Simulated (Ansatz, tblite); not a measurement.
# Hf2(Br)8: rung by rung

Aim: run the singlet of Hf2(Br)8 at one geometry on many levels, and compare frontier levels, spin and run time.

Computed with Ansatz 0.2.0, Gaussian basis. Level: as each input shows.

The runs, in order: GFN1-xTB, GFN2-xTB, PBE-D4/def2-SVP, r2SCAN-D4/def2-SVP.

6 further runs of the same task are left out: 5 that didn't finish, 1 set aside as unsound or not needed.

## (1) The structure

The geometry is that of the singlet, from an earlier relaxation (PBE-D4/def2-SVP).

10 atoms, charge 0, spin multiplicity 1.

Bond lengths: Hf1–Br2 2.486 Å, Hf1–Br3 2.491 Å, Hf1–Br4 2.488 Å, Hf1–Br5 2.649 Å, Hf1–Br10 2.895 Å, Br5–Hf6 2.891 Å, Hf6–Br7 2.486 Å, Hf6–Br8 2.489 Å, Hf6–Br9 2.492 Å, Hf6–Br10 2.647 Å. Angles: Br2–Hf1–Br3 100.1°, Br2–Hf1–Br4 112.2°, Br2–Hf1–Br5 121.5°, Br2–Hf1–Br10 86.6°, Br3–Hf1–Br4 99.9°, Br3–Hf1–Br5 90.0°, Br3–Hf1–Br10 168.2°, Br4–Hf1–Br5 122.6°, Br4–Hf1–Br10 86.4°, Br5–Hf1–Br10 78.2°, Hf1–Br5–Hf6 101.8°, Br5–Hf6–Br7 86.7°, Br5–Hf6–Br8 86.3°, Br5–Hf6–Br9 168.2°, Br5–Hf6–Br10 78.3°, Br7–Hf6–Br8 112.2°, Br7–Hf6–Br9 100.1°, Br7–Hf6–Br10 121.4° and more.

Hf takes a core potential in the def2 sets. No spin-orbit coupling is included.

PBE0-D4/def2-SVP was run before; its log isn't repeated, and its numbers join the tables.

## (2) GFN1-xTB

Tight binding, by tblite at 300 K electronic temperature and without a spin-polarisation term:

```python
tblite.interface.Calculator('GFN1-xTB', numbers, positions, charge=0, uhf=0).singlepoint()
```

Energy -920.6439 eV, HOMO -11.06 eV, LUMO -8.43 eV; 0.12 s.

## (3) GFN2-xTB

Tight binding, by tblite at 300 K electronic temperature and without a spin-polarisation term:

```python
tblite.interface.Calculator('GFN2-xTB', numbers, positions, charge=0, uhf=0).singlepoint()
```

Energy -985.4420 eV, HOMO -12.49 eV, LUMO -9.76 eV; 0.16 s.

## (4) PBE-D4/def2-SVP

start.molden holds the orbitals of an earlier run on this state, given as this run's starting guess.

Input file in.yaml:

```yaml
crystal:
  periodic: [false, false, false]
  atoms:
    - {symbol: Hf, position_ang: [0.493346, 2.093800, -0.060152]}
    - {symbol: Br, position_ang: [0.731578, 2.822531, 2.304691]}
    - {symbol: Br, position_ang: [-0.745499, 4.042186, -0.993884]}
    - {symbol: Br, position_ang: [2.626489, 2.298073, -1.325228]}
    - {symbol: Br, position_ang: [-1.468653, 0.483612, -0.819768]}
    - {symbol: Hf, position_ang: [-0.492949, -2.092087, 0.059292]}
    - {symbol: Br, position_ang: [-0.729032, -2.828250, -2.303749]}
    - {symbol: Br, position_ang: [-2.628010, -2.291467, 1.323349]}
    - {symbol: Br, position_ang: [0.740873, -4.041543, 1.000921]}
    - {symbol: Br, position_ang: [1.471847, -0.486865, 0.814536]}
basis:
  gaussian: {orbitals: def2-SVP, initial_orbitals: start.molden}
hamiltonian: {xc: pbe, dispersion: d4}
scf: {omitted_lower_state_checks: [starts]}
output: {orbitals: {seedname: orbitals}}
```

Run with:

```
ansatz run in.yaml --threads 6 --pin off --events-out ev --progress --plain --max-ram 7833MiB
```

The runs that follow: r2SCAN-D4/def2-SVP.

Q: Predict the results of all the runs planned. Wanted: gap in def2-SVP, named functionals, smallest and largest; binding an atom, functionals in def2-SVP.

As calculated:

| quantity | value |
| --- | --- |
| gap in def2-SVP, named functionals, smallest and largest | 3.76 eV (PBE-D4), 5.66 eV (PBE0-D4) |
| binding an atom, functionals in def2-SVP | 3.73 (PBE0-D4) to 3.82 eV (PBE-D4) |

Over the named functionals in def2-SVP the gap runs from 3.76 eV (PBE-D4) to 5.66 eV (PBE0-D4); exact exchange widens it.
